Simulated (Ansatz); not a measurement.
# AlFH₄SSi: a ladder of functionals and wavefunction methods

One table from this session's results is given with a row withheld; the runs are named, their logs left out.

Computed with Ansatz 0.2.0, Gaussian basis. Level: functionals in def2-TZVPP, the program's frozen cores in correlated methods.

Plan: LDA (SPW92), PBE-D4, revPBE-D4, BLYP-D4, r2SCAN-D4, B97M-V, PBE0-D4, B3LYP-D4, r2SCANh-D4, r2SCAN0-D4, HSE06-D4, BHLYP-D4, CAM-B3LYP-D4, LC-ωPBE, ωB97X-V, ωB97M-V, B2PLYP, PBE-QIDH; CCSD(T)/def2-SVP; CCSD(T)/def2-TZVPP; MP2/def2-QZVPP; extrapolation to the limit; RPA on PBE.

## The geometry

The geometry comes from an earlier relaxation with PBE0-D4 in a triple-zeta def2 set; it is a stationary point, not always the lowest conformer.

8 atoms, charge 0, spin multiplicity 1.

Atoms are counted from 1 here; the program's logs count them from 0.

Bond lengths: F1–Si2 1.604 Å, Si2–Al3 2.396 Å, Si2–S4 2.286 Å, Si2–H5 1.488 Å, Al3–H6 1.582 Å, Al3–H7 1.582 Å, S4–H8 1.346 Å. Angles: F1–Si2–Al3 127.1°, F1–Si2–S4 106.7°, F1–Si2–H5 106.4°, Al3–Si2–S4 65.4°, Al3–Si2–H5 126.4°, S4–Si2–H5 101.1°, Si2–Al3–H6 117.7°, Si2–Al3–H7 115.0°, H6–Al3–H7 126.9°, Si2–S4–H8 92.3°.

The first run:

The input, in.yaml:

```yaml
crystal:
  periodic: [false, false, false]
  atoms:
    - {symbol: F, position_ang: [-1.275683, -1.955603, 0.579930]}
    - {symbol: Si, position_ang: [-0.491888, -0.601179, 0.930743]}
    - {symbol: Al, position_ang: [-0.173001, 1.295771, -0.498088]}
    - {symbol: S, position_ang: [1.450061, -0.633751, -0.274256]}
    - {symbol: H, position_ang: [0.026668, -0.761326, 2.316396]}
    - {symbol: H, position_ang: [-0.740672, 1.210895, -1.972612]}
    - {symbol: H, position_ang: [0.456399, 2.564616, 0.206687]}
    - {symbol: H, position_ang: [0.840316, -1.176523, -1.344600]}
basis:
  gaussian: {orbitals: def2-TZVPP}
hamiltonian: {xc: lda}
output: {orbitals: {seedname: orbitals}}
```

Run with:

```console
$ ansatz run in.yaml --threads 2 --pin off --events-out ev --progress --plain --max-ram 4352MiB
```

Among the steps run: LDA; PBE-D4 (GGA); revPBE-D4 (GGA); BLYP-D4 (GGA); r2SCAN-D4 (meta-GGA); B97M-V (meta-GGA); PBE0-D4 (hybrid); B3LYP-D4 (hybrid); r2SCANh-D4 (hybrid); r2SCAN0-D4 (hybrid); HSE06-D4 (hybrid); BHLYP-D4 (hybrid); CAM-B3LYP-D4 (range-separated); LC-ωPBE (range-separated); ωB97X-V (range-separated); ωB97M-V (range-separated); B2PLYP (double hybrid); PBE-QIDH (double hybrid).

One of the session's tables, all rows but one given; the rest of the session is left out.

It belongs to the step «Orbital energies across the functionals». 

```
  functional  HOMO (eV)  gap (eV)
 LDA (SPW92)      -6.19      4.16
      PBE-D4          ?         ?
   revPBE-D4      -6.05      4.32
     BLYP-D4      -5.95      4.34
   r2SCAN-D4      -6.32      4.76
      B97M-V      -6.37      4.69
     PBE0-D4      -7.14      6.20
    B3LYP-D4      -6.96      5.87
  r2SCANh-D4      -6.70      5.45
  r2SCAN0-D4      -7.29      6.49
    HSE06-D4      -6.75      5.43
    BHLYP-D4      -8.09      8.14
CAM-B3LYP-D4      -8.37      8.55
     LC-ωPBE      -9.63     10.89
     ωB97X-V      -9.32     10.48
     ωB97M-V      -9.11     10.01
```

Q: Estimate the row for PBE-D4 from the others.

As computed: HOMO (eV): -6.09; gap (eV): 4.27. In the column «HOMO (eV)» it lies between LDA (SPW92) (-6.19) and revPBE-D4 (-6.05).
